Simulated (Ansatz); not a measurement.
TiTc, space group Pm-3m, a displacement scan with seeded SCF runs

Computed with Ansatz 0.2.0 through its Python package.

`titc.xyz`
```text
2
Lattice="3.11 0.0 0.0 0.0 3.11 0.0 0.0 0.0 3.11" Properties=species:S:1:pos:R:3 pbc="T T T"
Ti    1.55500000    1.55500000    1.55500000
Tc    0.00000000    0.00000000    0.00000000
```

Run as a notebook:

**Cell 1**
```python
import ansatz
import numpy as np
```

**Cell 2**
```python
KSPACING = 0.42
OCCUPATIONS = "fermi_dirac"
SIGMA = 0.05
TOLERANCE = 1e-07
```

**Cell 3**
```python
structure = ansatz.Crystal.from_extxyz("titc.xyz")
```

**Cell 4**
```python
structure.resolved().tree()["lattice"]
```
Output:
```text
((3.11, 0.0, 0.0), (0.0, 3.11, 0.0), (0.0, 0.0, 3.11))
```

**Cell 5**
```python
start = np.array(structure.resolved().sites[1].position)
previous, rows = None, []
for step in range(6):
    target = start + step * 0.01 * np.eye(3)[2]
    job = (
        structure.move(1, to=target).calculation()
        .functional(ansatz.Functional.PBESOL)
        .kpoints(spacing=KSPACING)
        .occupations(OCCUPATIONS, width=SIGMA)  # fractional filling near the Fermi level
        .scf(tolerance=TOLERANCE)
        .forces()  # eV per angstrom
    )
    session = job.session()
    if previous is not None:
        session.seed_next_step(previous)
    previous = session.plan(retain="density").execute()
    rep = previous.report
    shift = float(np.linalg.norm((target - start) @ np.array(rep["lattice"]["cell_ang"])))
    rows.append((step, shift, rep["lagrangian_ev"], float(np.linalg.norm(rep["forces_ev_ang"][1])), rep["n_iterations"], rep["n_symmetry_ops"]))
rows = [(row[0], row[1], 1000 * (row[2] - rows[0][2]), *row[3:]) for row in rows]
lines = [",".join(["step", "moved A", "dE meV", "force on it eV/A", "iterations", "symmetry operations"])] + [",".join(f"{v:.4f}" if isinstance(v, float) else str(v) for v in row) for row in rows]
print("\n".join(lines))
with open("walk.csv", "w") as handle:
    handle.write("\n".join(lines) + "\n")
```
Output:
```text
DeckWarning: basis.ecutwfc = 500 eV, auto-derived from the records' recommended cutoffs: set by Tc (normal level)
step,moved A,dE meV,force on it eV/A,iterations,symmetry operations
0,0.0000,0.0000,0.0000,6,48
1,0.0311,3.2599,0.2112,6,8
2,0.0622,13.2842,0.4363,6,8
3,0.0933,30.5471,0.6757,6,8
4,0.1244,55.3718,0.9209,6,8
5,0.1555,87.7745,1.1614,6,8
```

Reading the output:
- No spin polarisation was allowed.
- The mesh is modest for a metal, so energies can be off by several to tens of meV an atom and pressures by half a GPa or more; differences at equal mesh fare better.
- The structure is a deposited one; some such entries were measured under pressure or heat, so a shift against it needn't be the functional's error alone.
- Warnings are shown shortened and without file and line.
- The first step keeps the crystal's symmetry; the moved atom lowers it.
- Run time: 5.1 s on 1 thread of Intel(R) Xeon(R) 6975P-C (Granite Rapids), with other jobs on the host, peak memory 0.39 GiB.

(Lines on the test bed's own set-up are left out of the output.)
